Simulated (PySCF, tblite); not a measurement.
# C₇H₈ClF: a rotation path, then NMR shifts on frames, part 2 of 2

tblite 0.8.0 and PySCF 2.14.0. Atoms count from 0. The steps go on from the part before.

## Step 5: Shielding tensors: image 4, PBE0/pcSseg-1

Job settings and geometry (Å):

```
{"job": {"kind": "nmr", "xc": "PBE0", "basis": "pcSseg-1", "pop": false}, "charge": 0, "multiplicity": 1}
F     -2.377200     0.726000    -1.279100
C     -1.154900     0.188300    -0.949000
C     -1.292900    -0.885500     0.108000
C     -0.037000    -0.840100     0.957400
C      0.861200     0.253800     0.402900
C      1.826400    -0.097600    -0.723800
Cl     3.403200     0.716800    -0.517400
C     -0.448600     1.022100     0.129700
C     -1.146400     0.136100     1.201800
H     -0.653700    -0.023100    -1.898300
H     -1.937800    -1.745400     0.063100
H      0.272000    -1.674000     1.563900
H      1.405800     0.729200     1.220700
H      1.458700     0.203300    -1.702800
H      2.031100    -1.168900    -0.726300
H     -0.474800     2.103700     0.078500
H     -1.742200     0.367200     2.060700
```

Level: GIAO PBE0/pcSseg-1 NMR shielding, non-relativistic, gas phase.

The log of the run:

```text
coarse grid: 15272 points
cycle   1  E = -830.7618604905  dE =  1.660e+00  |g| = 5.028e-01  |ddm| = 3.882e+00
cycle   2  E = -830.7411869388  dE =  2.067e-02  |g| = 6.594e-01  |ddm| = 1.088e+00
cycle   3  E = -830.8122014783  dE = -7.101e-02  |g| = 6.158e-02  |ddm| = 6.264e-01
cycle   4  E = -830.8127602675  dE = -5.588e-04  |g| = 3.331e-02  |ddm| = 9.233e-02
cycle   5  E = -830.8129940133  dE = -2.337e-04  |g| = 7.162e-03  |ddm| = 4.777e-02
cycle   6  E = -830.8130050272  dE = -1.101e-05  |g| = 2.031e-03  |ddm| = 1.152e-02
cycle   7  E = -830.8130058275  dE = -8.003e-07  |g| = 3.664e-04  |ddm| = 2.585e-03
final grid: 144784 points
cycle   8  E = -830.8747429473  dE = -6.107e-05  |g| = 9.553e-03  |ddm| = 6.166e-02
cycle   9  E = -830.8747263893  dE =  1.656e-05  |g| = 1.308e-02  |ddm| = 2.796e-02
cycle  10  E = -830.8747640524  dE = -3.766e-05  |g| = 1.323e-03  |ddm| = 1.672e-02
cycle  11  E = -830.8747643109  dE = -2.585e-07  |g| = 3.438e-04  |ddm| = 1.689e-03
cycle  12  E = -830.8747643280  dE = -1.714e-08  |g| = 8.235e-05  |ddm| = 3.629e-04
cycle  13  E = -830.8747643293  dE = -1.333e-09  |g| = 2.255e-05  |ddm| = 1.174e-04
cycle  14  E = -830.8747643295  dE = -1.110e-10  |g| = 5.995e-06  |ddm| = 2.787e-05
converged SCF energy = -830.8747643295

GIAO shielding tensors (ppm)
atom      isotropic    diamagn.    paramagn.     s11        s22        s33       span
  0 F      406.942     468.387     -61.445    378.533    396.623    445.670     67.136
  1 C       86.013     240.957    -154.944     51.935     67.667    138.437     86.502
  2 C      159.961     248.883     -88.923    122.094    147.826    209.962     87.868
  3 C      161.115     246.552     -85.437    132.083    143.794    207.470     75.387
  4 C      135.485     241.651    -106.167    107.650    132.405    166.398     58.748
  5 C      137.986     242.276    -104.290    110.247    135.998    167.714     57.467
  6 Cl     839.749    1144.218    -304.469    593.965    842.695   1082.588    488.623
  7 C      137.229     243.846    -106.617    123.441    133.082    155.164     31.723
  8 C      155.881     251.738     -95.857    109.573    152.803    205.266     95.692
  9 H       26.466      28.747      -2.281     20.963     28.637     29.799      8.836
 10 H       29.772      31.372      -1.600     24.664     25.951     38.699     14.035
 11 H       29.693      31.010      -1.316     24.094     26.121     38.865     14.771
 12 H       28.712      29.783      -1.071     23.033     30.437     32.666      9.634
 13 H       28.405      27.290       1.116     21.703     29.891     33.622     11.919
 14 H       28.253      27.224       1.029     21.716     30.284     32.758     11.042
 15 H       29.282      30.565      -1.283     25.288     27.307     35.251      9.963
 16 H       28.411      33.251      -4.839     23.963     25.630     35.641     11.678
```

Wall time 32 s (1 thread of Intel Xeon Platinum 8559C, shared host); peak memory 0.91 GiB.

In short: δ C1 100.9, C4 51.4, C7 49.7, C5 48.9, H9 5.25, H14 3.46 ppm.

## Step 6: NMR shieldings: image 6, PBE0/pcSseg-1

Job settings and geometry (Å):

```
{"job": {"kind": "nmr", "xc": "PBE0", "basis": "pcSseg-1", "pop": false}, "charge": 0, "multiplicity": 1}
F     -2.409300     0.586900    -1.288200
C     -1.160400     0.120100    -0.947400
C     -1.241800    -0.923500     0.146500
C      0.011900    -0.788100     0.992100
C      0.851500     0.321700     0.384100
C      1.796500    -0.023600    -0.761000
Cl     3.501000     0.125500    -0.245900
C     -0.494100     1.020800     0.099800
C     -1.143100     0.139400     1.206000
H     -0.646400    -0.089400    -1.890500
H     -1.846400    -1.813300     0.132900
H      0.363800    -1.588000     1.620200
H      1.388500     0.867100     1.161600
H      1.670400     0.646700    -1.610600
H      1.666800    -1.057200    -1.082500
H     -0.568400     2.097800     0.013900
H     -1.747500     0.369300     2.059300
```

With the program's defaults for keys left out, this is: GIAO PBE0/pcSseg-1 NMR shielding, non-relativistic, gas phase.

The log of the run:

```text
coarse grid: 15272 points
cycle   1  E = -830.7623668287  dE =  1.660e+00  |g| = 5.035e-01  |ddm| = 3.883e+00
cycle   2  E = -830.7412307736  dE =  2.114e-02  |g| = 6.616e-01  |ddm| = 1.094e+00
cycle   3  E = -830.8128171599  dE = -7.159e-02  |g| = 6.138e-02  |ddm| = 6.307e-01
cycle   4  E = -830.8133714834  dE = -5.543e-04  |g| = 3.343e-02  |ddm| = 9.231e-02
cycle   5  E = -830.8136069249  dE = -2.354e-04  |g| = 7.166e-03  |ddm| = 4.831e-02
cycle   6  E = -830.8136179287  dE = -1.100e-05  |g| = 2.024e-03  |ddm| = 1.157e-02
cycle   7  E = -830.8136187230  dE = -7.943e-07  |g| = 3.659e-04  |ddm| = 2.545e-03
final grid: 144784 points
cycle   8  E = -830.8753584145  dE = -6.587e-05  |g| = 9.369e-03  |ddm| = 6.300e-02
cycle   9  E = -830.8753433313  dE =  1.508e-05  |g| = 1.265e-02  |ddm| = 2.732e-02
cycle  10  E = -830.8753787218  dE = -3.539e-05  |g| = 1.357e-03  |ddm| = 1.633e-02
cycle  11  E = -830.8753789991  dE = -2.773e-07  |g| = 3.418e-04  |ddm| = 1.791e-03
cycle  12  E = -830.8753790159  dE = -1.677e-08  |g| = 8.796e-05  |ddm| = 3.644e-04
cycle  13  E = -830.8753790174  dE = -1.519e-09  |g| = 2.275e-05  |ddm| = 1.238e-04
cycle  14  E = -830.8753790175  dE = -1.125e-10  |g| = 6.026e-06  |ddm| = 2.820e-05
converged SCF energy = -830.8753790175

GIAO shielding tensors (ppm)
atom      isotropic    diamagn.    paramagn.     s11        s22        s33       span
  0 F      403.484     468.482     -64.998    371.951    392.788    445.714     73.763
  1 C       86.405     241.065    -154.660     52.165     69.623    137.427     85.262
  2 C      160.218     248.654     -88.435    122.002    147.861    210.792     88.790
  3 C      160.380     246.076     -85.696    127.697    148.046    205.396     77.699
  4 C      135.758     241.805    -106.047    109.002    132.336    165.936     56.934
  5 C      136.775     242.390    -105.615    111.015    135.603    163.706     52.691
  6 Cl     840.711    1144.142    -303.431    600.534    842.037   1079.563    479.029
  7 C      135.844     244.839    -108.995    121.847    131.656    154.028     32.181
  8 C      155.873     251.629     -95.756    110.259    153.093    204.266     94.007
  9 H       26.573      28.771      -2.198     20.919     28.520     30.279      9.360
 10 H       29.747      31.267      -1.520     24.667     25.958     38.617     13.950
 11 H       29.466      30.770      -1.304     23.969     26.142     38.288     14.319
 12 H       28.735      29.838      -1.103     23.349     30.512     32.343      8.994
 13 H       28.528      27.395       1.133     21.885     30.548     33.151     11.266
 14 H       28.213      27.222       0.991     21.789     29.897     32.955     11.166
 15 H       29.379      30.910      -1.531     25.527     27.252     35.357      9.829
 16 H       28.415      33.264      -4.849     24.053     25.660     35.533     11.479
```

Run time: 33 s. Hardware: 1 thread of Intel Xeon Platinum 8559C, shared host; peak memory 0.91 GiB.

Key values: δ C1 100.5, C4 51.2, C7 51.1, C5 50.2, H9 5.14, H14 3.50 ppm.

## Step 7: Nuclear shieldings: image 8, PBE0/pcSseg-1

Job settings and geometry (Å):

```
{"job": {"kind": "nmr", "xc": "PBE0", "basis": "pcSseg-1", "pop": false}, "charge": 0, "multiplicity": 1}
F     -2.448700     0.442600    -1.285200
C     -1.177300     0.040700    -0.944400
C     -1.201600    -0.960200     0.190700
C      0.057700    -0.741600     1.009700
C      0.843200     0.382600     0.355400
C      1.800300     0.073400    -0.781800
Cl     3.352300    -0.510500    -0.115600
C     -0.533600     1.009700     0.056700
C     -1.132300     0.147300     1.206200
H     -0.673400    -0.184500    -1.888600
H     -1.771100    -1.872000     0.223400
H      0.447000    -1.501400     1.664700
H      1.366500     0.971100     1.112400
H      2.020700     0.967100    -1.366500
H      1.432800    -0.719500    -1.430400
H     -0.653300     2.078300    -0.073400
H     -1.736100     0.388900     2.056600
```

Level: GIAO PBE0/pcSseg-1 NMR shielding, non-relativistic, gas phase.

The log of the run:

```text
coarse grid: 15272 points
cycle   1  E = -830.7659365919  dE =  1.660e+00  |g| = 5.022e-01  |ddm| = 3.873e+00
cycle   2  E = -830.7452213594  dE =  2.072e-02  |g| = 6.590e-01  |ddm| = 1.088e+00
cycle   3  E = -830.8160169053  dE = -7.080e-02  |g| = 6.057e-02  |ddm| = 6.275e-01
cycle   4  E = -830.8165505894  dE = -5.337e-04  |g| = 3.319e-02  |ddm| = 9.139e-02
cycle   5  E = -830.8167819395  dE = -2.314e-04  |g| = 7.151e-03  |ddm| = 4.724e-02
cycle   6  E = -830.8167928263  dE = -1.089e-05  |g| = 2.025e-03  |ddm| = 1.116e-02
cycle   7  E = -830.8167936269  dE = -8.006e-07  |g| = 3.786e-04  |ddm| = 2.480e-03
final grid: 144784 points
cycle   8  E = -830.8786617302  dE = -6.448e-05  |g| = 9.351e-03  |ddm| = 6.144e-02
cycle   9  E = -830.8786463794  dE =  1.535e-05  |g| = 1.267e-02  |ddm| = 2.711e-02
cycle  10  E = -830.8786819487  dE = -3.557e-05  |g| = 1.342e-03  |ddm| = 1.605e-02
cycle  11  E = -830.8786822164  dE = -2.677e-07  |g| = 3.484e-04  |ddm| = 1.764e-03
cycle  12  E = -830.8786822341  dE = -1.774e-08  |g| = 8.362e-05  |ddm| = 3.666e-04
cycle  13  E = -830.8786822355  dE = -1.366e-09  |g| = 2.243e-05  |ddm| = 1.175e-04
cycle  14  E = -830.8786822356  dE = -1.132e-10  |g| = 5.928e-06  |ddm| = 2.788e-05
converged SCF energy = -830.8786822356

GIAO shielding tensors (ppm)
atom      isotropic    diamagn.    paramagn.     s11        s22        s33       span
  0 F      402.628     468.487     -65.859    373.325    390.890    443.670     70.345
  1 C       86.036     240.892    -154.856     52.905     71.482    133.721     80.816
  2 C      160.425     248.613     -88.188    123.774    147.758    209.742     85.968
  3 C      161.782     245.313     -83.530    126.095    153.490    205.762     79.667
  4 C      137.222     242.318    -105.097    117.699    132.539    161.426     43.727
  5 C      136.547     242.865    -106.318    111.208    136.722    161.710     50.502
  6 Cl     867.772    1144.400    -276.628    681.896    831.395   1090.023    408.127
  7 C      137.359     244.836    -107.478    124.035    133.476    154.565     30.530
  8 C      155.333     251.868     -96.535    108.871    151.664    205.463     96.591
  9 H       26.416      28.755      -2.339     20.291     28.399     30.557     10.266
 10 H       29.758      31.157      -1.399     24.671     25.992     38.611     13.940
 11 H       29.382      30.475      -1.093     23.860     26.181     38.105     14.245
 12 H       28.831      29.834      -1.003     23.991     30.242     32.258      8.267
 13 H       28.499      27.475       1.025     22.121     29.542     33.836     11.715
 14 H       28.337      27.344       0.993     21.810     29.426     33.776     11.966
 15 H       29.494      30.965      -1.471     25.566     27.155     35.761     10.195
 16 H       28.352      33.280      -4.927     24.072     25.573     35.411     11.339
```

It took 32 s on 1 thread of Intel Xeon Platinum 8559C, shared host; peak memory 0.91 GiB.

Key values: δ C1 100.9, C5 50.4, C4 49.7, C7 49.6, H9 5.30, H14 3.38 ppm.

## Step 8: Run by run: NMR shifts

Shifts (ppm) of some atoms, chosen among heavy atoms and hydrogens apart, with basis size and wall time:

```
  frame    C7    C4    C8    H9   H11      F0  Cl6  functions  time
image 0  47.7  47.0  29.2  5.49  1.88  -236.9   48        200  32 s
image 2  47.4  50.2  30.9  5.44  1.88  -238.5   80        200  31 s
image 4  49.7  51.4  31.0  5.25  2.02  -236.0  110        200  32 s
image 6  51.1  51.2  31.1  5.14  2.25  -232.5  109        200  33 s
image 8  49.6  49.7  31.6  5.30  2.33  -231.7   82        200  32 s
```

## Step 9: Results

The summary covers parts 1 to 2.

| quantity | value |
| --- | --- |
| barrier | 0.063 eV (1.4 kcal/mol) at image 4 |
| end to end (GFN2-xTB) | -0.001 eV |
| 13C shifts against TMS (PBE0/pcSseg-1, image 0) | 100.0, 49.0, 47.7, 47.0, 29.2, 26.6, 24.2 ppm |
| 1H shifts against TMS (PBE0/pcSseg-1, image 0) | 5.49, 3.59, 3.32, 3.28, 2.91, 2.46, 1.92, 1.88 ppm |
| 19F shifts against CFCl3 (PBE0/pcSseg-1, image 0) | -236.9 ppm |
| 35Cl shifts against HCl (PBE0/pcSseg-1, image 0) | 48 ppm |
| range of the shift of Cl6 | 48 to 110 ppm |

Along the band the dihedral turns by 119°, and the top (dihedral 116°) lies 1.4 kcal/mol above the start (GFN2-xTB, rough), so at room temperature this motion is fast. The top was not checked by a frequency run. Shifts at one fixed geometry are not the observed spectrum, which averages over the motion. In the first frame run (image 0): Shielding is most anisotropic at Cl6 (span 347 ppm, paramagnetic term -244 ppm). In ppm, Cl6 moves most: its shift spreads over 62 ppm, from 48 (image 0) to 110 (image 4).
